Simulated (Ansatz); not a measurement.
# ZrNH3+ (quartet): from Hartree-Fock to the top rungs at a displaced geometry (v1), def2-SVP

The task here is to estimate one member of a computed series from the others.

Program: Ansatz 0.2.0, Gaussian basis. Level of theory: def2-SVP, core rule «outside noble gas», up to 5 orbitals frozen. These are calculated values, not measurements.

To be run: UHF; CCSD(T) on ROHF; CCSD(T) on UHF; CISD as a restricted active space (open shells left free, so some higher excitations enter); CCSDT(Q) on ROHF; CCSDT(Q) on UHF.

13 further runs of the same task are left out: 6 that didn't finish, 7 set aside as unsound or not needed. Runs told in other sessions of the task aren't counted.

**What is computed**

The geometry is a PBE0/def2-TZVP stationary point (not a proven minimum) with its atoms shifted at random (size 0.040 Å). No spin-orbit coupling is included. Elements past krypton take def2 core potentials.

5 atoms, charge 1, spin multiplicity 4.

Atoms are counted from 1 here; the program's logs count them from 0.

Bond lengths: Zr1–N2 2.292 Å, N2–H3 0.987 Å, N2–H4 0.989 Å, N2–H5 1.047 Å. Angles: Zr1–N2–H3 117.0°, Zr1–N2–H4 109.7°, Zr1–N2–H5 106.6°, H3–N2–H4 107.6°, H3–N2–H5 104.4°, H4–N2–H5 111.5°.

The first run:

in.yaml

```yaml
crystal:
  periodic: [false, false, false]
  atoms:
    - {symbol: Zr, position_ang: [-0.370497, 0.004511, 0.004878]}
    - {symbol: N, position_ang: [1.920670, -0.027725, -0.018665]}
    - {symbol: H, position_ang: [2.356613, -0.912810, -0.059027]}
    - {symbol: H, position_ang: [2.268153, 0.440579, 0.779677]}
    - {symbol: H, position_ang: [2.216899, 0.449226, -0.902769]}
basis:
  gaussian: {orbitals: def2-SVP}
total_charge: 1
magnetization: {spin_polarized: true, initial_magnetization: 3}
hamiltonian: {xc: hf}
output: {orbitals: {seedname: orbitals}}
```

Launch:

```bash
$ ansatz run in.yaml --threads 1 --pin off --events-out ev --progress --plain --max-ram 2393MiB
```

Steps of the session up to this table: UHF; CCSD(T) on ROHF; CCSD(T) on UHF; CISD as a restricted active space (open shells left free, so some higher excitations enter); CCSDT(Q) on ROHF; CCSDT(Q) on UHF.

One of the session's tables, all rows but one given; the rest of the session is left out.

```
   method  from RCCSDT(Q) (meV)
     ROHF               +6243.5
      UHF               +6134.8
     RMP2                +677.9
     UMP2                +578.9
    RCCSD                +153.3
    UCCSD                 +58.5
 RCCSD(T)                     ?
 UCCSD(T)                 -71.3
   RCCSDT                  +9.6
   UCCSDT                 -82.6
RCCSDT(Q)                     0
UCCSDT(Q)                 -92.2
```

**Question.** Estimate the row for RCCSD(T).

**Answer.** from RCCSDT(Q) (meV): +22.8. In the column «from RCCSDT(Q) (meV)» it lies between RCCSDT (+9.6) and UCCSD (+58.5).

Not comparable, so not listed: CISD as a restricted active space (open shells left free, so some higher excitations enter) (they don't share determinant, frozen orbitals or solution with the rows shown, or repeat one).

To keep in mind: Restricted and unrestricted rows rest on different reference determinants; a gap between their highest levels can come from leftover correlation error, from unlike frozen cores or from another state.
